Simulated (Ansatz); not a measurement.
# Ta4N3: the cost of one run

Program: Ansatz 0.2.0. Level of theory: DFT r2SCAN, scalar-relativistic, plane waves, PAW. These are calculated values, not measurements.

1 further run of the same task is left out (set aside as unsound or not needed). Runs told in other sessions of the task aren't counted.

## (1) The system as given

The structure is tetragonal, space group I4/mmm (No. 139). Conventional cell: a = 4.380 Å, b = 4.380 Å, c = 8.580 Å, α = 90.00°, β = 90.00°, γ = 90.00°. Ta (site symmetry mmm) is surrounded by 4 N at 2.14 to 2.19 Å. Around Ta (site symmetry 4mm) lie 5 N at 2.20 to 2.30 Å. N (site symmetry -4m2) is surrounded by 6 Ta at 2.14 to 2.20 Å. N (site symmetry 4/mmm) has 6 Ta at 2.19 to 2.30 Å in its first shell of neighbours.

Coordinates:

```
CELL_PARAMETERS angstrom
-2.19009 2.19009 4.28994
2.19009 -2.19009 4.28994
2.19009 2.19009 -4.28994
ATOMIC_POSITIONS crystal
Ta 0.00000 0.50000 0.50000
Ta 0.26817 0.26817 0.00000
Ta 0.50000 0.00000 0.50000
Ta 0.73183 0.73183 0.00000
N 0.75000 0.25000 0.50000
N 0.00000 0.00000 0.00000
N 0.25000 0.75000 0.50000
```

It goes back to an entry of the Materials Project, which need not be the stable form.

This cell was relaxed beforehand with the same method: volume 11.76 Å³/atom, gap on the mesh none (metal).

## (2) Zero of energy

Reference values: F = -40939.1707 eV; pressure 0.01 GPa; largest force 0.003 eV/Å; gap on the mesh none (metal). It was computed beforehand with the settings of the runs below.

## (3) Setting up moving one atom along a line

Atom 1 (Ta) is moved by x along the Cartesian unit vector (0.000, 0.000, 1.000); the cell and all other atoms stay fixed. Forces below are components along that vector, summed over the moved atoms. In a periodic cell its images move with it.

## (4) At x = -0.600 Å

Contents of input.yaml:

```yaml
crystal:
  lattice:
    - [-2.1900881922, 2.1900881922, 4.2899419987]
    - [2.1900881922, -2.1900881922, 4.2899419987]
    - [2.1900881922, 2.1900881922, -4.2899419987]
  atoms:
    - { symbol: Ta, position: [-0.0699310154, 0.4300689846, 0.5] }
    - { symbol: Ta, position: [0.2681744161, 0.2681744161, 0.0] }
    - { symbol: Ta, position: [0.5, 0.0, 0.5] }
    - { symbol: Ta, position: [0.7318255839, 0.7318255839, 0.0] }
    - { symbol: "N", position: [0.75, 0.25, 0.5] }
    - { symbol: "N", position: [0.0, 0.0, 0.0] }
    - { symbol: "N", position: [0.25, 0.75, 0.5] }
basis:
  ecutwfc: 500
kpoints:
  mp_grid: { grid: [12, 12, 12] }
hamiltonian:
  xc: r2scan
scf:
  occupations: { method: gaussian, width: 0.15 }
output:
  forces: true
  stress: true
  eigenvalues: true
```

Launch:

```
$ ansatz run input.yaml --threads 2 --pin off --max-ram 5120MiB --backend cpu --events-out ev --progress --plain --runs-dir out
```

What time and memory should one allow on 2 threads of Intel Xeon at 2.50GHz (Skylake/Cascade Lake), shared host?

About 2.6 min, with a peak of 1.2 GiB.
